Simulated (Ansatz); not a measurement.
# Ta4W: the cost of one run

Program: Ansatz 0.2.0. Level of theory: DFT PBE, scalar-relativistic, plane waves, PAW, unless a step names another level. These are calculated values, not measurements.

4 further runs of the same task are left out: 2 that didn't finish, 2 set aside as unsound or not needed.

**1. The system as given**

Symmetry: I4/mmm, No. 139, tetragonal system. Conventional cell: a = 3.279 Å, b = 3.279 Å, c = 16.540 Å, α = 90.00°, β = 90.00°, γ = 90.00°. Ta (site symmetry 4mm) has 4 W at 2.81 Å and 10 Ta at 2.88 to 3.38 Å as nearest neighbours. Ta (site symmetry 4mm) has 13 Ta at 2.86 to 3.38 Å and 1 W at 3.30 Å as nearest neighbours. Around W (site symmetry 4/mmm) lie 8 Ta at 2.81 Å.

As a file:

```cif
data_structure
_symmetry_space_group_name_H-M 'I4/mmm'
_symmetry_Int_Tables_number 139
_cell_length_a 3.2790
_cell_length_b 3.2790
_cell_length_c 16.5404
_cell_angle_alpha 90.000
_cell_angle_beta 90.000
_cell_angle_gamma 90.000
_cell_volume 177.84
loop_
_atom_site_label
_atom_site_type_symbol
_atom_site_symmetry_multiplicity
_atom_site_Wyckoff_symbol
_atom_site_fract_x
_atom_site_fract_y
_atom_site_fract_z
_atom_site_occupancy
Ta1 Ta 4 e 0.50000 0.50000 0.09619 1
Ta2 Ta 4 e 0.00000 0.00000 0.19960 1
W1 W 2 a 0.00000 0.00000 0.00000 1
```

The cell was relaxed beforehand at this level, from a generated guess; it needn't be the stable form of this composition. At a tolerance of 0.05 Å it has space group I4/mmm (No. 139); it has 17.78 Å³/atom, an uncorrected energy of -0.04 eV/atom over the elements.

**2. Bands, states and charges**

Input file input.yaml:

```yaml
crystal:
  lattice:
    - [-1.6394818, 1.6394818, 8.2702159]
    - [1.6394818, -1.6394818, 8.2702159]
    - [1.6394818, 1.6394818, -8.2702159]
  atoms:
    - { symbol: Ta, position: [0.596189, 0.596189, 0.0] }
    - { symbol: Ta, position: [0.199596, 0.199596, 0.0] }
    - { symbol: Ta, position: [0.800404, 0.800404, 0.0] }
    - { symbol: Ta, position: [0.403811, 0.403811, 0.0] }
    - { symbol: W, position: [0.0, 0.0, 0.0] }
basis:
  ecutwfc: 420
kpoints:
  mp_grid: { grid: [16, 16, 16] }
  band_path:
    path:
      - [[0.0, 0.0, 0.0], [0.0, 0.0, 0.5], [0.25, 0.25, 0.25], [0.0, 0.5, 0.0], [0.0, 0.0, 0.0], [0.5, 0.5, -0.5], [0.2598247, 0.7401753, -0.2598247]]
      - [[-0.2598247, 0.2598247, 0.2598247], [0.0, 0.0, 0.0]]
      - [[0.0, 0.0, 0.5], [-0.01964941, 0.01964941, 0.5]]
      - [[0.5, 0.5, -0.01964941], [0.5, 0.5, -0.5]]
    npoints: 14
hamiltonian:
  xc: pbe
scf:
  occupations: { method: gaussian, width: 0.1 }
  n_extra_bands: 12
output:
  forces: true
  stress: true
  eigenvalues: true
  populations: true
  dos: { projected: true, de: 0.02, nscf_kmesh: { grid: [20, 20, 20] } }
  bader: true
  write_density: true
  write_potential: true
  elf: true
  volumetric_format: npy
```

The run is started by

```
> ansatz run input.yaml --threads 1 --pin off --max-ram 3072MiB --backend cpu --events-out ev --progress --plain --runs-dir out
```

What time and memory should one allow on 1 thread of Arm Neoverse V2, shared host?

About 4.4 min, with a peak of 1.7 GiB.
